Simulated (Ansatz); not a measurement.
**Rh: an axial (c/a) deformation path**

The task here is to estimate one member of a computed series from the others.

This is Rh in the hcp structure; at room conditions it is fcc.

Computed with Ansatz 0.2.0 (DFT PBEsol, scalar-relativistic, plane waves, PAW, unless a step's input says otherwise).

## Starting point

It takes space group P6_3/mmc (No. 194, hexagonal). Conventional cell: a = 2.731 Å, b = 2.731 Å, c = 4.428 Å, α = 90.00°, β = 90.00°, γ = 120.00°. Rh (site symmetry -6m2) is surrounded by 12 Rh at 2.72 to 2.73 Å.

As a file:

```
Rh
1.0
     2.73098    0.00000    0.00000
    -1.36549    2.36510    0.00000
     0.00000    0.00000    4.42849
Rh
2
Direct
  0.66667 0.33333 0.75000
  0.33333 0.66667 0.25000
```

It goes back to an entry of the Materials Project, which need not be the stable form.

No relaxation comes first: the listed cell is the starting point.

Set-up of the first run:

Input file input.yaml:

```yaml
crystal:
  lattice:
    - [2.7309790422, 0.0, 0.0]
    - [-1.3654895211, 2.3650972278, 0.0]
    - [0.0, 0.0, 4.428489]
  atoms:
    - { symbol: Rh, position: [0.6666666667, 0.3333333333, 0.75] }
    - { symbol: Rh, position: [0.3333333333, 0.6666666667, 0.25] }
basis:
  ecutwfc: 420
kpoints:
  mp_grid: { grid: [24, 24, 12] }
hamiltonian:
  xc: pbesol
scf:
  occupations: { method: gaussian, width: 0.15 }
output:
  forces: true
  stress: true
  eigenvalues: true
```

The run is started by

```
$ ansatz run input.yaml --threads 1 --pin off --max-ram 2560MiB --backend cpu --events-out ev --progress --plain --runs-dir out
```

Steps of the session up to this table: The undisturbed cell; Point ρ = 0.850; Point ρ = 1.200; ρ = 0.920; At ρ = 1.100; ρ = 0.960; ρ = 1.050; ρ = 0.800; ρ = 1.300.

One table of the session follows, with a row left open; its other results are not shown here.

```
    ρ  ΔE (meV/atom)  pressure (GPa)
0.800          270.7            -1.8
0.850          148.7            -6.8
0.920              ?               ?
0.960            7.7           -13.1
1.000            0.0           -13.7
1.050           20.5           -13.1
1.100           71.3           -11.2
1.200          259.3            -3.5
1.300          543.5             8.3
```

Estimate the missing values for ρ = 0.920.

Worked estimate for «ΔE (meV/atom)». A straight line through the neighbours (0.850, 148.7) and (0.960, 7.7) gives 148.7 + (7.7 − 148.7) × (0.920 − 0.850) / (0.960 − 0.850) = 59.0; a parabola fitted to 4 rows on both sides gives 38.7.

The run gave: ΔE (meV/atom): 38.3; pressure (GPa): -11.6. In «ΔE (meV/atom)» the line misses by +20.7 and the parabola by +0.4.
